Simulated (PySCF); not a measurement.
# C5H6F2O: the cost of one run

Programs: PySCF 2.14.0, with routines of our own; each step states its level. All values are computed. Atoms count from 0.

### 1 The starting structure

14 atoms, charge 0, multiplicity 1; geometry from: GFN2-xTB.

### 2 Magnetic properties: GIAO wB97X-D/pcSseg-1

The job: settings as JSON, then the geometry in Å.

```
{"job": {"kind": "mag", "xc": "wB97X-D", "basis": "pcSseg-1", "isotopologues": 2}, "charge": 0, "multiplicity": 1}
C     -1.414365    -0.227358     0.744098
C     -0.139338     0.513842     0.383883
C     -0.145031     1.328182    -0.925575
O      0.881061     0.484711    -1.479107
C      0.915610    -0.280221    -0.339131
C      1.638075    -1.350298    -0.060727
F      2.533271    -1.941129    -0.850767
F      1.549003    -1.988294     1.113553
H     -1.217420    -0.931511     1.548434
H     -1.794395    -0.777686    -0.113288
H     -2.172711     0.478891     1.073262
H      0.241196     1.061850     1.247364
H      0.188644     2.364039    -0.854589
H     -1.064279     1.264510    -1.509575
```

Method: GIAO wB97X-D/pcSseg-1 magnetisability, rotational g tensor and spin-rotation constants, non-relativistic, gas phase.

Command:

```bash
$ OMP_NUM_THREADS=1 python excited_run.py task.json out
```

The driver reads the jobs from task.json and runs them one after another.

Q: Estimate the wall time and peak memory of this first job on 1 thread of Arm Neoverse N1, shared host.

About 54 s, with a peak of 0.83 GiB.
